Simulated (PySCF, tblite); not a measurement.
# C₆H₁₃NSi: geometry, infrared bands and NMR shifts

Aim: predict the infrared bands and NMR shifts of C₆H₁₃NSi (`[SiH3]N[C@]12CC[C@H]1CC2`).

Computed with tblite 0.8.0 and PySCF 2.14.0, with density-fitted response routines of our own, on a single molecule in the gas phase. Atoms are numbered from 0 throughout.

**1. Starting geometry**

21 atoms, charge 0, multiplicity 1; geometry from: force field or distance geometry start.

Bonds of the start (Å): Si0–N1 1.79, N1–C2 1.41, C2–C3 1.49, C3–C4 1.55, C4–C5 1.48, C5–C6 1.48, C6–C7 1.51, C5–C2 1.49, C7–C2 1.48, Si0–H8 1.49, Si0–H9 1.47, Si0–H10 1.46, N1–H11 1.04, C3–H12 1.10, C3–H13 1.11, C4–H14 1.12, C4–H15 1.10, C5–H16 1.10, C6–H17 1.11, C6–H18 1.11, C7–H19 1.12, C7–H20 1.10.

**2. Relaxing the molecule with GFN2-xTB**

The job: settings as JSON, then the geometry in Å.

```
{"job": {"kind": "relax", "xc": "GFN2-xTB", "basis": "xTB"}, "charge": 0, "multiplicity": 1}
Si     2.524800    -0.350400     0.183500
N      1.203200    -0.298100    -1.018600
C     -0.036100     0.146800    -0.511000
C     -0.164400     1.519700     0.056400
C     -1.173100     0.917400     1.064300
C     -0.556900    -0.401900     0.773400
C     -1.414700    -1.335700     0.012300
C     -1.207600    -0.451700    -1.199600
H      2.987500    -1.758900     0.331100
H      2.167100     0.248000     1.477100
H      3.651900     0.387600    -0.390000
H      1.505000     0.192000    -1.885900
H     -0.703800     2.287400    -0.521500
H      0.703400     1.890900     0.641400
H     -2.214400     0.969600     0.646300
H     -1.106900     1.311300     2.092800
H      0.186100    -0.798200     1.486000
H     -2.471800    -1.277900     0.344200
H     -0.987200    -2.351700    -0.069800
H     -0.872800    -1.069500    -2.066800
H     -2.028100     0.240300    -1.445800
```

Started as:

```sh
$ OMP_NUM_THREADS=1 python probes_run.py task.json out
```

One launch serves the whole session: the jobs run in the order shown.

**Question.** This job is followed by: GFN2-xTB harmonic vibrations, gas phase; GIAO PBE0/pcSseg-1 NMR shielding, non-relativistic, gas phase. Predict these results of the whole session: strongest single infrared mode (GFN2-xTB); zero-point energy (GFN2-xTB); 13C shifts against TMS (PBE0/pcSseg-1, means over atoms taken as alike); 1H shifts against TMS (PBE0/pcSseg-1, means over atoms taken as alike); 29Si shifts against TMS (PBE0/pcSseg-1); 15N shifts against NH3 (PBE0/pcSseg-1).

The runs gave:

| quantity | value |
| --- | --- |
| strongest single infrared mode (GFN2-xTB) | 2176 cm⁻¹, 389 km/mol |
| zero-point energy (GFN2-xTB) | 109.0 kcal/mol |
| 13C shifts against TMS (PBE0/pcSseg-1, means over atoms taken as alike) | 56.7, 38.6, 33.8, 24.5 ppm |
| 1H shifts against TMS (PBE0/pcSseg-1, means over atoms taken as alike) | 4.74, 2.78, 2.50, 2.34, 2.04, 1.74, 0.08 ppm |
| 29Si shifts against TMS (PBE0/pcSseg-1) | -68.2 ppm |
| 15N shifts against NH3 (PBE0/pcSseg-1) | 41.9 ppm |

Relaxing lowered the energy by 1.127 eV in 103 steps; the close pair that moved most is Si0–N1, from 1.787 to 1.716 Å. All 57 modes are real, so the xTB geometry is a minimum. The strongest single mode, at 2176 cm⁻¹, moves mainly H9. GFN2-xTB is a fitted tight-binding method: band positions and strengths are rough. Its intensities can rank the bands wrongly. C2 (fully substituted sp3 carbon bonded to N) lies farthest downfield among carbon, at 56.7 ppm; pulled downfield by the heteroatom.
